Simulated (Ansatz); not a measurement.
# BrFH2InN: basis-set convergence

One table from this session's results is given with a row withheld; the runs are named, their logs left out.

The runs use Ansatz 0.2.0, Gaussian basis; one geometry, several basis sets.

Plan: PBE0-D4/def2-SVP; ωB97M-V/def2-SVP; PBE0-D4/def2-QZVPP; ωB97M-V/def2-QZVPP; the functionals' def2-TZVPP values are taken from earlier runs.

## The relaxed structure

The geometry comes from an earlier relaxation with PBE0-D4 in a triple-zeta def2 set; it is a stationary point. In takes the def2 core potential; no spin-orbit term is included.

SMILES `[NH2][In]([F])[Br]`, 6 atoms, charge 0, spin multiplicity 1.

Atoms are counted from 1 here; the program's logs count them from 0.

Bond lengths: N1–In2 2.000 Å, N1–H5 1.011 Å, N1–H6 1.010 Å, In2–F3 1.942 Å, In2–Br4 2.437 Å. Angles: In2–N1–H5 114.6°, In2–N1–H6 115.6°, H5–N1–H6 109.5°, N1–In2–F3 116.9°, N1–In2–Br4 127.8°, F3–In2–Br4 115.0°.

Set-up of the first run:

in.yaml

```yaml
crystal:
  periodic: [false, false, false]
  atoms:
    - {symbol: N, position_ang: [-0.003888, 1.242109, -0.097075]}
    - {symbol: In, position_ang: [0.152696, -0.750679, -0.021319]}
    - {symbol: F, position_ang: [1.472585, -1.481297, 1.201225]}
    - {symbol: Br, position_ang: [-0.939503, -2.388964, -1.456610]}
    - {symbol: H, position_ang: [0.248719, 1.717234, 0.758954]}
    - {symbol: H, position_ang: [-0.888609, 1.597698, -0.431574]}
basis:
  gaussian: {orbitals: def2-SVP}
hamiltonian: {xc: pbe0, dispersion: d4}
output: {orbitals: {seedname: orbitals}}
```

Steps of the session up to this table: PBE0-D4 in def2-SVP; ωB97M-V in def2-SVP; PBE0-D4 in def2-QZVPP; ωB97M-V in def2-QZVPP.

One of the session's tables, all rows but one given; the rest of the session is left out.

It belongs to the step «Functionals by basis». 

| functional | basis | HOMO (eV) | LUMO (eV) |
| --- | --- | --- | --- |
| PBE0-D4 | def2-SVP | -7.91 | -1.99 |
| PBE0-D4 | def2-TZVPP | -8.14 | -2.19 |
| PBE0-D4 | def2-QZVPP | -8.17 | -2.25 |
| ωB97M-V | def2-SVP | ? | ? |
| ωB97M-V | def2-TZVPP | -10.46 | -0.30 |
| ωB97M-V | def2-QZVPP | -10.49 | -0.48 |

Estimate the missing values for ωB97M-V, def2-SVP.

**Answer.** HOMO (eV): -10.20; LUMO (eV): -0.02. In the column «HOMO (eV)» it lies between ωB97M-V, def2-TZVPP (-10.46) and PBE0-D4, def2-QZVPP (-8.17).
